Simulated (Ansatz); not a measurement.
# Ga2O3: the cost of one run

Program: Ansatz 0.2.0. Level of theory: DFT r2SCAN, scalar-relativistic, plane waves, PAW. These are calculated values, not measurements.

1 further run of the same task is left out (set aside as unsound or not needed). Runs told in other sessions of the task aren't counted.

### Step 1. The structure to begin with

Symmetry: R-3c, No. 167, trigonal system. The conventional cell has a = 4.985 Å, b = 4.985 Å, c = 13.442 Å, α = 90.00°, β = 90.00°, γ = 120.00°. Around Ga (site symmetry 3) lie 6 O at 1.93 to 2.07 Å. O (site symmetry 2) has 4 Ga at 1.93 to 2.07 Å in its first shell of neighbours.

As a file:

```xyz
10
Lattice="2.4923 1.4389 4.4807 -2.4923 1.4389 4.4807 0.0000 -2.8779 4.4807" Properties=species:S:1:pos:R:3 pbc="T T T"
Ga    0.0000    0.0000    4.7773
Ga    0.0000    0.0000    1.9437
Ga    0.0000    0.0000    8.6647
Ga    0.0000    0.0000   11.4983
O    -0.9788    1.4389    7.8412
O    -0.7567   -1.5672    7.8412
O     1.7356    0.1282    7.8412
O     0.9788   -1.4389    5.6008
O     0.7567    1.5672    5.6008
O    -1.7356   -0.1282    5.6008
```

This cell was relaxed beforehand with the same method: volume 9.64 Å³/atom, gap on the mesh 3.55 eV.

### Step 2. The undisturbed cell

File input.yaml:

```yaml
crystal:
  lattice:
    - [2.4923023535, 1.4389314347, 4.4806666158]
    - [-2.4923023535, 1.4389314347, 4.4806666158]
    - [0.0, -2.8778628693, 4.4806666158]
  atoms:
    - { symbol: Ga, position: [0.3554023483, 0.3554023483, 0.3554023483] }
    - { symbol: Ga, position: [0.1445976517, 0.1445976517, 0.1445976517] }
    - { symbol: Ga, position: [0.6445976517, 0.6445976517, 0.6445976517] }
    - { symbol: Ga, position: [0.8554023483, 0.8554023483, 0.8554023483] }
    - { symbol: O, position: [0.5536262452, 0.9463737548, 0.25] }
    - { symbol: O, position: [0.25, 0.5536262452, 0.9463737548] }
    - { symbol: O, position: [0.9463737548, 0.25, 0.5536262452] }
    - { symbol: O, position: [0.4463737548, 0.0536262452, 0.75] }
    - { symbol: O, position: [0.75, 0.4463737548, 0.0536262452] }
    - { symbol: O, position: [0.0536262452, 0.75, 0.4463737548] }
basis:
  ecutwfc: 500
kpoints:
  mp_grid: { grid: [6, 6, 6] }
hamiltonian:
  xc: r2scan
scf:
  occupations: { method: gaussian, width: 0.05 }
output:
  forces: true
  stress: true
  eigenvalues: true
```

Started as:

```sh
> ansatz run input.yaml --threads 2 --pin off --max-ram 5120MiB --backend cpu --events-out ev --progress --plain --runs-dir out
```

Q: Estimate wall time and peak memory on 2 threads of Oxide Virtual Turin-like (Zen 5), shared host.

About 7.9 s, with a peak of 0.78 GiB.
